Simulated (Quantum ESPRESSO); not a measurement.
An input for Quantum ESPRESSO 7.5 (Na3Be2Ag):

File pw.in:

```
&CONTROL
  calculation = 'scf'
  prefix = 'pwscf'
  outdir = './tmp'
  pseudo_dir = './pseudo'
  tprnfor = .true.
  tstress = .true.
  disk_io = 'low'
/
&SYSTEM
  ibrav = 0
  nat = 6
  ntyp = 3
  ecutwfc = 45
  ecutrho = 360
  nbnd = 37
  input_dft = 'pbe'
  occupations = 'smearing'
  smearing = 'mp'
  degauss = 0.00367493
  vdw_corr = 'grimme-d3'
  dftd3_version = 4
  lspinorb = .true.
/
&ELECTRONS
  conv_thr = 1.2d-09
  electron_maxstep = 50
  mixing_beta = 0.5
/
ATOMIC_SPECIES
Na    22.9898 na_pbesol_v1.5.uspp.F.UPF
Be     9.0122 be_pbesol_v1.4.uspp.F.UPF
Ag   107.8682 ag_pbesol_v1.4.uspp.F.UPF
CELL_PARAMETERS angstrom
   2.8425351000   -4.9073256200    0.0000000000
   2.8425351000    4.9073256200    0.0000000000
  -0.0200732200    0.0000000000    3.2859900000
ATOMIC_POSITIONS crystal
Na     0.5000000000    0.5000000000    0.5000000000
Na     0.0000000000    0.5000000000    0.5000000000
Na     0.5000000000    0.0000000000    0.5000000000
Be     0.6639999900    0.3360000100    0.0000000000
Be     0.3360000100    0.6639999900    0.0000000000
Ag     0.0000000000    0.0000000000    0.0000000000
K_POINTS automatic
6 6 8 0 0 0
```

Potentials or basis: GBRV 1.5 PBEsol.

The run is started by

```sh
$ OMP_NUM_THREADS=1 pw.x -in pw.in > pw.out
```

How does this run end?

The run stopped without a result. It printed:

pw.out:

```text
This program is part of the open-source Quantum ESPRESSO suite
     for quantum simulation of materials; please cite
         "P. Giannozzi et al., J. Phys.:Condens. Matter 21 395502 (2009);
         "P. Giannozzi et al., J. Phys.:Condens. Matter 29 465901 (2017);
         "P. Giannozzi et al., J. Chem. Phys. 152 154105 (2020);
     in publications or presentations arising from this work. More details at

     IMPORTANT: XC functional enforced from input :
     Exchange-correlation= PBE
                           (   1   4   3   4   0   0   0)
     Any further DFT definition will be discarded
     Please, verify this is what you really want

 %%%%%%%%%%%%%%%%%%%%%%%%%%%%%%%%%%%%%%%%%%%%%%%%%%%%%%%%%%%%%%%%%%%%%%%%%%%%%%
     Error in routine setup (1):
     spin orbit requires a non collinear calculation
 %%%%%%%%%%%%%%%%%%%%%%%%%%%%%%%%%%%%%%%%%%%%%%%%%%%%%%%%%%%%%%%%%%%%%%%%%%%%%%

     stopping ...
```
